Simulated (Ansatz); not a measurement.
**Zn (sc type): a single-point run**

The task is a single-point run on Zn (sc type).

Method: DFT, PBEsol, PAW with Ansatz's default frozen-core files, scalar-relativistic, in Ansatz 0.2.0.

### Step 1. The system as given

Symmetry: Pm-3m, No. 221, cubic system. Conventional cell: a = 2.035 Å, b = 2.035 Å, c = 2.035 Å, α = 90.00°, β = 90.00°, γ = 90.00°. Zn (site symmetry m-3m) is surrounded by 6 Zn at 2.04 Å.

Structure file:

```
CELL_PARAMETERS angstrom
2.03527 0.00000 0.00000
0.00000 2.03527 0.00000
0.00000 0.00000 2.03527
ATOMIC_POSITIONS crystal
Zn 0.00000 0.00000 0.00000
```

### Step 2. The run

The input, input.yaml:

```yaml
crystal:
  lattice:
    - [2.0352673022, 0.0, 0.0]
    - [0.0, 2.0352673022, 0.0]
    - [0.0, 0.0, 2.0352673022]
  atoms:
    - { symbol: Zn, position: [0.0, 0.0, 0.0] }
kpoints:
  mp_grid: { grid: [17, 17, 17] }
scf:
  occupations: { method: fermi_dirac, width: 0.05 }
  mixing: { algorithm: broyden, beta: 0.95, ndim: 1, preconditioner: none }
  max_iter: 50
hamiltonian:
  xc: pbesol
  pseudopotentials: { kind: paw }
output:
  forces: true
  stress: true
  eigenvalues: true
  populations: true
```

Started as:

```
> ansatz run input.yaml --threads 1 --pin off --max-ram 2048MiB --backend cpu --events-out ev --progress --plain --runs-dir out
```

**Question.** How will this run end, and is anything wrong with its input?

This run ends as converged. It gives a pressure of 235 GPa, which is large; a structure far from rest gives such values too, whatever the setting.

Look at the input: scf.mixing.algorithm is broyden; scf.mixing.beta is 0.95; scf.mixing.ndim is 1; scf.mixing.preconditioner is none. The risk: mixing too aggressive. Here it converged all the same; such a setting changes the road, not the converged state. Several mixing settings were changed at once, so this run can't tell how much each is to blame.

The test: delete scf.mixing.algorithm, scf.mixing.beta, scf.mixing.ndim and scf.mixing.preconditioner (the default then holds).
